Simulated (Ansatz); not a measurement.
ScTaN, 6 atoms in the cell. The structure is trigonal, space group P-3m1 (No. 164). Conventional cell: a = 3.085 Å, b = 3.085 Å, c = 10.340 Å, α = 90.00°, β = 90.00°, γ = 120.00°. Ta (site symmetry 3m) has 3 N at 2.20 Å as nearest neighbours. Around Sc (site symmetry -3m) lie 6 Sc at 3.09 Å and 6 Ta at 3.10 Å. Around Sc (site symmetry -3m) lie 6 N at 2.23 Å. N (site symmetry 3m) is surrounded by 3 Ta at 2.20 Å and 3 Sc at 2.23 Å. The cell comes from a database or a generator and needn't be the stable form of this composition.

* Program: Ansatz 0.2.0
* Task: relaxation of cell and atoms
* Functional: PBEsol
* Dispersion: D3(BJ)
* Potentials or basis: Ansatz PAW
* Cutoff: 420 eV (not typed: the program's choice for these potentials)
* k mesh: 10 × 10 × 3
* Occupations: fermi-dirac, width 0.05 eV
* Spin: no spin polarisation

Potentials or basis: Ansatz PAW.

Run with:

```sh
$ ansatz run input.yaml --threads 2 --pin off --max-ram 5632MiB --backend cpu --events-out ev --progress --plain --runs-dir out
```

Hardware: 2 threads of AMD EPYC 9R45 96-Core Processor (Zen 5) (shared host).

Task: Estimate the wall time of this run.

Result: Wall time 10 s on 2 threads of AMD EPYC 9R45 96-Core Processor (Zen 5) (shared host), peak memory 0.51 GiB. Counts: scf iterations 57, plane waves 1545, k points 36, bands 35, ion steps 8.
